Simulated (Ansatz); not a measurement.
**MoC (quintet): relaxing a cheap start**

Aim: relax a generated start of MoC (quintet) and see which bonds hold.

The runs use Ansatz 0.2.0, Gaussian basis; UKS PBE0/def2-TZVP.

### Step 1. The system as given

2 atoms, charge 0, spin multiplicity 5.

Atoms are counted from 1 here; the program's logs count them from 0.

Bond lengths: Mo1–C2 2.210 Å.

The start is set by covalent radii. Sticks and bond lists go by distance. No spin-orbit coupling is included. Elements past krypton take def2 core potentials.

### Step 2. Relaxation

in.yaml reads:

```yaml
crystal:
  periodic: [false, false, false]
  atoms:
    - {symbol: Mo, position_ang: [0.000000, 0.000000, 0.000000]}
    - {symbol: C, position_ang: [0.000000, 0.000000, 2.210000]}
basis:
  gaussian: {orbitals: def2-TZVP}
magnetization: {spin_polarized: true, initial_magnetization: 4}
hamiltonian: {xc: pbe0}
relax: {f_tol: 0.004, max_steps: 80}
```

Launch:

```
ansatz run in.yaml --threads 1 --pin off --events-out ev --progress --plain --max-ram 2176MiB
```

Before running it: what results should come out? Wanted: energy gained; shift from the start; total energy; dipole moment; ⟨S²⟩.

**Answer**, as computed:

```
                  quantity          value
                     steps              6
             energy gained       1.466 eV
shift from the start (rms)        0.248 Å
              total energy  -2885.8638 eV
             dipole moment         2.57 D
                      ⟨S²⟩          6.099
```

The bonds of the start are those of the end. Mo1–C2 went from 2.210 to 1.715 Å. No vibrations were run, so this is a stationary point, not a proven minimum, and this spin need not be the ground state's.
